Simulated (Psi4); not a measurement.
# r2SCAN/def2-SVPD (density fitting, sweep point 7) run of AlNH3Cl3 (SMILES [NH3+][Al-]([Cl])([Cl])[Cl])

Aim: energy and forces of AlNH3Cl3. 

The results are computed with Psi4 1.11.

4 further runs of the same task are left out: 1 that didn't finish, 3 set aside as unsound or not needed.

### 1 The structure to begin with

The species is AlNH3Cl3 (8 atoms), meant as a singlet with charge 0. SMILES: `[NH3+][Al-]([Cl])([Cl])[Cl]`. Geometry: relaxed at PBE0-D4/def2-TZVP.

Bond lengths: N1–Al2 1.997 Å, Al2–Cl3 2.111 Å, Al2–Cl4 2.111 Å, Al2–Cl5 2.111 Å, N1–H6 1.016 Å, N1–H7 1.016 Å, N1–H8 1.016 Å. Some angles: N1–Al2–Cl3 101.0°, N1–Al2–Cl4 101.0°, N1–Al2–Cl5 101.0°, Cl3–Al2–Cl4 116.5°, Cl3–Al2–Cl5 116.4°, Cl4–Al2–Cl5 116.4°, Al2–N1–H6 110.8°, Al2–N1–H7 110.8°, Al2–N1–H8 110.8°, H6–N1–H7 108.1°.

### 2 Energy and forces at r2SCAN/def2-SVPD (density fitting, sweep point 7)

alcl3h3n.py

```python
import psi4

psi4.set_memory('1600 MB')
psi4.set_num_threads(1)
psi4.core.set_output_file('run.log', False)

geom = psi4.geometry("""
0 1
N     -0.688700    -0.243700     0.686900
Al     0.690200     0.222000    -0.679800
Cl     2.132400    -1.278300    -0.324300
Cl    -0.431600     0.046500    -2.459600
Cl     1.204500     2.180300    -0.081700
H     -0.296800    -0.203400     1.623800
H     -1.472100     0.402400     0.644500
H     -1.045700    -1.183000     0.534400
symmetry c1
""")

psi4.set_options({
    'basis': 'def2-SVPD',
    'scf_type': 'df',
    'damping_percentage': 30,
})

e_tot, wfn = psi4.gradient('r2scan', molecule=geom, return_wfn=True)
print('gradient / Eh bohr^-1')
print(e_tot.np.round(6))
print(f'energy = {wfn.energy():.10f} Eh')
```

Command:

```bash
$ python alcl3h3n.py
```

run.log:

```text
[...]
  Running in c1 symmetry.
[...]
  Nuclear repulsion =  420.704226816313280
[...]
  Multiplicity = 1
[...]
  Nalpha       = 37
  Nbeta        = 37
[...]
    Number of basis functions: 149
[...]
   @DF-RKS iter   1: -1678.93760078569062   -5.05492e-02   5.14500e-03 ADIIS/DIIS
[...]
   @DF-RKS iter  33: -1679.19881794079015   -1.34150e-10   2.38895e-10 DIIS/DAMP=30%
[...]
  @DF-RKS Final Energy: -1679.19881794079015
   => Energetics <=
    Nuclear Repulsion Energy =            420.7042268163132803
    One-Electron Energy =               -3158.4552027601666850
    Two-Electron Energy =                1169.9517969423623072
    DFT Exchange-Correlation Energy =    -111.3996389392989528
    Empirical Dispersion Energy =           0.0000000000000000
    VV10 Nonlocal Energy =                  0.0000000000000000
    Total Energy =                      -1679.1988179407901498
[...]
 Multipole Moments:
 ------------------------------------------------------------------------------------
     Multipole            Electronic (a.u.)      Nuclear  (a.u.)        Total (a.u.)
 ------------------------------------------------------------------------------------
 L = 1.  Multiply by 2.5417464519 to convert [e a0] to [Debye]
 Dipole X            :          3.6177260           -5.3110697           -1.6933437
 Dipole Y            :          1.2221578           -1.7942476           -0.5720899
 Dipole Z            :         -3.5856228            5.2634005            1.6777777
 Magnitude           :                                                    2.4514563
[...]
  -Total Gradient:
     Atom            X                  Y                   Z
    ------   -----------------  -----------------  -----------------
       1       -0.003669225416    -0.001207806455     0.003643804020
       2        0.001117800345     0.000374550295    -0.001160158961
       3       -0.005015967797     0.005446140198    -0.001348153593
       4        0.004131289601     0.000663562576     0.006358181928
       5       -0.001822509284    -0.006766915750    -0.002136240742
       6       -0.000962409407     0.000044780835    -0.004440338511
       7        0.003838106191    -0.002420300379    -0.000456879834
       8        0.002101352364     0.004037336727    -0.000009771385
[...]
```

On the terminal:

```text
gradient / Eh bohr^-1
[[-3.669e-03 -1.208e-03  3.644e-03]
 [ 1.118e-03  3.750e-04 -1.160e-03]
 [-5.016e-03  5.446e-03 -1.348e-03]
 [ 4.131e-03  6.640e-04  6.358e-03]
 [-1.823e-03 -6.767e-03 -2.136e-03]
 [-9.620e-04  4.500e-05 -4.440e-03]
 [ 3.838e-03 -2.420e-03 -4.570e-04]
 [ 2.101e-03  4.037e-03 -1.000e-05]]
energy = -1679.1988179408 Eh
```

Wall time 43 s (1 thread of Intel Xeon 6975P-C (Granite Rapids), shared host); peak memory 1.1 GiB.

### 3 Results

At r2SCAN/def2-SVPD (density fitting, sweep point 7):

| quantity | value |
| --- | --- |
| total energy | -1679.19882 Eh |
| dipole moment | 6.23 D |
| HOMO energy | -7.60 eV |
| LUMO energy | -0.90 eV |
| HOMO–LUMO gap | 6.70 eV |
| largest force on an atom | 0.391 eV/Å |

The largest force is 0.39 eV/Å: the shape isn't a stationary point for this species at this level.
